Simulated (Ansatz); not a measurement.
# BH7NPSi: one species, many methods

The task here is to estimate one member of a computed series from the others.

Computed with Ansatz 0.2.0, Gaussian basis. Level: functionals in def2-TZVPP, the program's frozen cores in correlated methods.

The runs, in order: LDA (SPW92), PBE-D4, revPBE-D4, BLYP-D4, r2SCAN-D4, B97M-V, PBE0-D4, B3LYP-D4, r2SCANh-D4, r2SCAN0-D4, HSE06-D4, BHLYP-D4, CAM-B3LYP-D4, LC-ωPBE, ωB97X-V, ωB97M-V, B2PLYP, PBE-QIDH; CCSD(T)/def2-SVP; CCSD(T)/def2-TZVPP; MP2/def2-QZVPP; extrapolation to the limit; RPA on PBE.

### Structure used throughout

All runs share one geometry, relaxed beforehand with PBE0-D4 in a triple-zeta def2 set.

SMILES `B[SiH](N)P`, 11 atoms, charge 0, spin multiplicity 1.

Atoms are counted from 1 here; the program's logs count them from 0.

Bond lengths: B1–Si2 1.936 Å, B1–H5 1.194 Å, B1–H6 1.199 Å, Si2–N3 1.706 Å, Si2–P4 2.318 Å, Si2–H7 1.480 Å, N3–H8 1.006 Å, N3–H9 1.006 Å, P4–H10 1.419 Å, P4–H11 1.459 Å. Angles: Si2–B1–H5 121.3°, Si2–B1–H6 118.1°, H5–B1–H6 120.4°, B1–Si2–N3 121.8°, B1–Si2–P4 70.6°, B1–Si2–H7 124.3°, N3–Si2–P4 117.3°, N3–Si2–H7 109.4°, P4–Si2–H7 105.1°, Si2–N3–H8 122.2°, Si2–N3–H9 120.3°, H8–N3–H9 112.0°, Si2–P4–H10 94.1°, Si2–P4–H11 92.0°, H10–P4–H11 93.2°.

As a file:

```csv
atom,x (Å),y (Å),z (Å)
B1,-0.71773,1.15531,-0.31432
Si2,0.63634,0.00671,0.45814
N3,0.33368,-0.92791,1.85299
P4,-0.04493,-0.86959,-1.57710
H5,-0.42391,2.08436,-1.00402
H6,-1.86059,0.96966,-0.00232
H7,2.09372,0.22240,0.31683
H8,0.89926,-1.72347,2.09772
H9,-0.59874,-0.99920,2.22468
H10,0.86582,-0.08796,-2.33386
H11,-1.11742,0.11268,-1.69825
```

The first run:

Input file in.yaml:

```yaml
crystal:
  periodic: [false, false, false]
  atoms:
    - {symbol: B, position_ang: [-0.717732, 1.155314, -0.314324]}
    - {symbol: Si, position_ang: [0.636340, 0.006708, 0.458142]}
    - {symbol: N, position_ang: [0.333676, -0.927909, 1.852989]}
    - {symbol: P, position_ang: [-0.044927, -0.869591, -1.577097]}
    - {symbol: H, position_ang: [-0.423913, 2.084362, -1.004016]}
    - {symbol: H, position_ang: [-1.860593, 0.969659, -0.002323]}
    - {symbol: H, position_ang: [2.093724, 0.222398, 0.316831]}
    - {symbol: H, position_ang: [0.899265, -1.723468, 2.097724]}
    - {symbol: H, position_ang: [-0.598735, -0.999202, 2.224683]}
    - {symbol: H, position_ang: [0.865817, -0.087957, -2.333862]}
    - {symbol: H, position_ang: [-1.117422, 0.112684, -1.698247]}
basis:
  gaussian: {orbitals: def2-TZVPP}
hamiltonian: {xc: lda}
output: {orbitals: {seedname: orbitals}}
```

Among the steps run: LDA; PBE-D4 (GGA); revPBE-D4 (GGA); BLYP-D4 (GGA); r2SCAN-D4 (meta-GGA); B97M-V (meta-GGA); PBE0-D4 (hybrid); B3LYP-D4 (hybrid); r2SCANh-D4 (hybrid); r2SCAN0-D4 (hybrid); HSE06-D4 (hybrid); BHLYP-D4 (hybrid); CAM-B3LYP-D4 (range-separated); LC-ωPBE (range-separated); ωB97X-V (range-separated); ωB97M-V (range-separated); B2PLYP (double hybrid); PBE-QIDH (double hybrid).

One table of the session follows, with a row left open; its other results are not shown here.

It belongs to the step «Frontier levels by functional». 

```
  functional  HOMO (eV)  gap (eV)
 LDA (SPW92)      -5.73      4.02
      PBE-D4      -5.60      4.10
   revPBE-D4      -5.55      4.14
     BLYP-D4      -5.43      4.10
   r2SCAN-D4      -5.80      4.60
      B97M-V      -5.87      4.61
     PBE0-D4      -6.63      6.03
    B3LYP-D4      -6.41      5.64
  r2SCANh-D4      -6.18      5.30
  r2SCAN0-D4      -6.76      6.33
    HSE06-D4      -6.24      5.27
    BHLYP-D4      -7.49      7.87
CAM-B3LYP-D4      -7.81      8.27
     LC-ωPBE      -9.08     10.62
     ωB97X-V      -8.76     10.21
     ωB97M-V          ?         ?
```

Q: Estimate the row for ωB97M-V from the others.

As computed: HOMO (eV): -8.60; gap (eV): 9.81. In the column «HOMO (eV)» it lies between ωB97X-V (-8.76) and CAM-B3LYP-D4 (-7.81).
